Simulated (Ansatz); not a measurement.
# YSe: the cost of one run

Program: Ansatz 0.2.0. Level of theory: DFT PBEsol, frozen-core PAW, scalar-relativistic unless said. These are calculated values, not measurements.

## (1) The system as given

It takes space group Fm-3m (No. 225, cubic). The conventional cell has a = 5.703 Å, b = 5.703 Å, c = 5.703 Å, α = 90.00°, β = 90.00°, γ = 90.00°. Y (site symmetry m-3m) has 6 Se at 2.85 Å as nearest neighbours. Around Se (site symmetry m-3m) lie 6 Y at 2.85 Å.

Structure file:

```xyz
2
Lattice="0.0000 2.8515 2.8515 2.8515 0.0000 2.8515 2.8515 2.8515 0.0000" Properties=species:S:1:pos:R:3 pbc="T T T"
Y     2.8515    2.8515    2.8515
Se    0.0000    0.0000    0.0000
```

Cartesian axes are those of the input's lattice vectors. The structure goes back to a database entry.

## (2) Cell and atoms relaxed, PAW

File input.yaml:

```yaml
crystal:
  lattice:
    - [0.0, 2.8515, 2.8515]
    - [2.8515, 0.0, 2.8515]
    - [2.8515, 2.8515, 0.0]
  atoms:
    - { symbol: "Y", position: [0.5, 0.5, 0.5] }
    - { symbol: Se, position: [0.0, 0.0, 0.0] }
kpoints:
  mp_grid: { grid: [14, 14, 14] }
scf:
  occupations: { method: fermi_dirac, width: 0.05 }
hamiltonian:
  xc: pbesol
  pseudopotentials: { kind: paw }
relax:
  f_tol: 0.002
  max_steps: 80
  cell: {}
output:
  forces: true
  stress: true
  write_density: true
  write_potential: true
  elf: true
  volumetric_format: npy
```

The run is started by

```bash
$ ansatz run input.yaml --threads 1 --pin off --max-ram 2560MiB --backend cpu --events-out ev --progress --plain --runs-dir out
```

Q: Estimate wall time and peak memory on 1 thread of Arm Neoverse V1, shared host.

About 17 s, with a peak of 0.39 GiB.
